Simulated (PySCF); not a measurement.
**C4H8Se2Si: electronic excitations**

Aim: predict the electronic excitations of C4H8Se2Si (`C#CC[Se][SiH2][Se]C`).

Computed with PySCF 2.14.0, with density-fitted response routines of our own, on a single molecule in the gas phase. Atoms are numbered from 0 throughout.

## 1. The starting structure

15 atoms, charge 0, multiplicity 1; geometry from: GFN2-xTB.

Bonds of the start (Å): C0–C1 1.20, C1–C2 1.43, C2–Se3 2.00, Se3–Si4 2.27, Si4–Se5 2.28, Se5–C6 1.95, C0–H7 1.05, C2–H8 1.09, C2–H9 1.09, Si4–H10 1.46, Si4–H11 1.46, C6–H12 1.09, C6–H13 1.09, C6–H14 1.09.

## 2. Ultraviolet spectrum: B3LYP/def2-SVPD

The job: settings as JSON, then the geometry in Å.

```
{"job": {"kind": "uv", "xc": "B3LYP", "basis": "def2-SVPD", "nstates": 8, "ntriplets": 3}, "charge": 0, "multiplicity": 1}
C     -2.468899     1.401456     0.362380
C     -2.428268     0.233340     0.097774
C     -2.331852    -1.169054    -0.181518
Se    -1.269723    -2.127514     1.218042
Si     0.674062    -0.986995     0.953973
Se     0.962506    -0.310240    -1.202505
C      2.776947     0.348226    -0.940243
H     -2.531192     2.429218     0.562275
H     -3.314177    -1.645528    -0.180399
H     -1.824669    -1.348793    -1.134849
H      1.737512    -1.922056     1.313130
H      0.707980     0.193463     1.819901
H      2.770481     1.129432    -0.185306
H      3.116912     0.751185    -1.890138
H      3.417967    -0.473806    -0.634429
```

With the program's defaults for keys left out, this is: TDDFT B3LYP/def2-SVPD, vertical, gas phase, core orbitals frozen in the response.

Run with:

```bash
OMP_NUM_THREADS=1 python probes_run.py task.json out
```

One launch serves the whole session: the jobs run in the order shown.

The log of the run:

```text
coarse grid: 61576 points
cycle   1  E = -5249.0696423934  dE = -1.190e+00  |g| = 4.233e-01  |ddm| = 9.649e+00
cycle   2  E = -5249.0663145057  dE =  3.328e-03  |g| = 4.091e-01  |ddm| = 2.301e+00
cycle   3  E = -5249.1103028242  dE = -4.399e-02  |g| = 1.238e-01  |ddm| = 9.332e-01
cycle   4  E = -5249.1138831236  dE = -3.580e-03  |g| = 5.583e-02  |ddm| = 2.063e-01
cycle   5  E = -5249.1146412303  dE = -7.581e-04  |g| = 1.430e-02  |ddm| = 9.172e-02
cycle   6  E = -5249.1146934980  dE = -5.227e-05  |g| = 5.026e-03  |ddm| = 2.736e-02
cycle   7  E = -5249.1147001305  dE = -6.632e-06  |g| = 6.833e-04  |ddm| = 1.007e-02
final grid: 125888 points
cycle   8  E = -5249.1147248613  dE = -8.192e-08  |g| = 8.418e-04  |ddm| = 1.328e-02
cycle   9  E = -5249.1147247082  dE =  1.530e-07  |g| = 1.143e-03  |ddm| = 3.227e-03
cycle  10  E = -5249.1147250444  dE = -3.362e-07  |g| = 1.204e-04  |ddm| = 1.785e-03
cycle  11  E = -5249.1147250480  dE = -3.644e-09  |g| = 4.117e-05  |ddm| = 2.223e-04
cycle  12  E = -5249.1147250484  dE = -3.720e-10  |g| = 1.226e-05  |ddm| = 6.195e-05
converged SCF energy = -5249.1147250484

Static polarisability (au): isotropic 131.361, principal 110.693 132.743 150.647

Singlet excitations
state   eV       nm        f      main configurations
  1   4.2233    293.6   0.00403   H-1->L 0.94
  2   4.2858    289.3   0.00226   H->L 0.94
  3   4.5967    269.7   0.00018   H->L+1 0.94
  4   4.9243    251.8   0.01535   H-1->L+1 0.95
  5   5.2775    234.9   0.00518   H->L+2 0.88
  6   5.5274    224.3   0.00552   H-2->L 0.32, H-1->L+2 0.29, H-3->L 0.26
  7   5.5768    222.3   0.01895   H->L+3 0.79, H-2->L 0.09
  8   5.5876    221.9   0.03700   H-1->L+2 0.61, H-3->L 0.18, H-2->L 0.12

Triplet excitations (Tamm-Dancoff, eV): 3.7874 4.1115 4.2927
```

It took 2.3 min on 1 thread of Arm Neoverse N1, shared host; peak memory 1 GiB.

Frontier orbitals and where they lie:

```tsv
orbital	eV	atoms
HOMO−3	-7.86	C0 39 %, C1 38 %, C2 8 %
HOMO−2	-7.58	C0 31 %, C1 28 %, Se3 19 %
HOMO−1	-6.50	Se3 71 %, Si4 9 %, C2 7 %
HOMO	-6.31	Se5 72 %, C6 10 %, Si4 8 %
LUMO	-1.19	Se3 38 %, C2 16 %, Si4 14 %
LUMO+1	-0.70	Se5 26 %, Se3 20 %, Si4 15 %
LUMO+2	-0.12	Se5 31 %, Se3 21 %, Si4 11 %
```

With each of the 8 states as a Gaussian band of 0.4 eV half-width at 1/e, the curve within the window shown has maxima at 224 nm (ε 2,700) L/(mol cm). Beyond the last state computed it falls off for lack of states. The curve at chosen wavelengths:

nm, ε (L/mol/cm) and a bar:
```
      211       1395 ################
      216       2126 #########################
      221       2588 ##############################
      227       2574 ##############################
      232       2210 ##########################
      237       1760 ####################
      242       1378 ################
      248       1064 ############
      253        882 ##########
      258        735 ########
      263        606 #######
      269        480 #####
      274        406 ####
      279        358 ####
      284        329 ####
      290        303 ###
      295        280 ###
      300        251 ###
      305        217 ##
      311        174 ##
      316        138 #
      321        105 #
      326         78 #
      332         52 
      337         36 
      342         24
```

Leading natural transition orbitals of singlet state 8: the hole lies on Se3 72 %; the particle on Se3, Se5 about 17 % each; Si4 9 %; C0, C1 about 8 % each.

Leading natural transition orbitals of singlet state 1: the hole lies on Se3 80 %; the particle on Se3 36 %; C2 15 %; Si4 10 %.

Ground-state properties from the same run:

```tsv
property	computed
dipole moment (D)	1.43
polarisability (Å³)	19.47
HOMO–LUMO gap (eV)	5.12
−ε(HOMO) (eV)	6.31
```

The fields below are evaluated on a grid from the run's orbitals.

Frontier orbitals at B3LYP/def2-SVPD, with the share of their density that lies nearest to each atom:

```tsv
orbital	energy (eV)	lies on
HOMO	-6.31	Se5 79 %
LUMO	-1.19	Se3 32 %; C2 14 %; Si4 9 %
```

ELF in a plane through or near 5 of the atoms.

Ten even steps from ' ' (0.00) to '@' (1.00):
```
                                                        
                                                        
                                                        
                                  --##@@##..            
                                ..**@@@@@@--            
              ..                ::##@@@@@@==..          
          ::##@@##            ..==**==::++**==..        
          **@@@@@@::            ++##**--####==::        
          --@@@@@@::  ......    ::##%%%%%%**==..        
          ..--++--  ..--==--..    --++****==..          
        --****::    ::==::::::..    ..::::              
        ==%%##..    --..**++..##++====::..              
          ....    ++%%::--::++%%--..::**--              
                **@@@@@@**==##**==++++==**              
              ..%%@@@@@@++..==**--::--##**..            
                --%%%%++    ::**%%%%%%%%==..            
                  ..::      ..==**####++::              
                              ..::--::..                
                                                        
                                                        
```
The map spans 12.1 Å across and 10.6 Å up, centred on the molecule. Atoms in the plane (x, y in Å): C0 (2.4, 1.8), Se3 (1.6, -2.0), Si4 (-0.5, -1.0), H7 (2.4, 2.7), H12 (-2.9, 1.1).

On the surface of density 0.002 e/bohr³ the electrostatic potential runs, from the 1st to the 99th percentile, from -0.88 V near Se5 to 1.23 V near H7.

## 3. Outcome

| quantity | value |
| --- | --- |
| lowest singlet (B3LYP/def2-SVPD) | 4.22 eV (294 nm), f = 0.004 |
| brightest single state of those computed | state 8, 5.59 eV, f = 0.037 |
| lowest triplet | 3.79 eV |
| surface potential, 1st and 99th percentile | -0.88 V and 1.23 V |

**Reading.** The lowest singlet, at 4.22 eV, is HOMO−1→LUMO 0.94 and is weak; of the 8 states computed, the strongest absorption comes from states 7 to 8 together at 5.59 eV (the last computed, so partners may be missing). The lowest triplet lies 0.44 eV below the lowest singlet (triplets in Tamm-Dancoff, singlets in full TDDFT). At B3LYP/def2-SVPD, counted by nearest atom on the grid, the HOMO lies on Se5 79 %, the LUMO on Se3 32 %; C2 14 %.
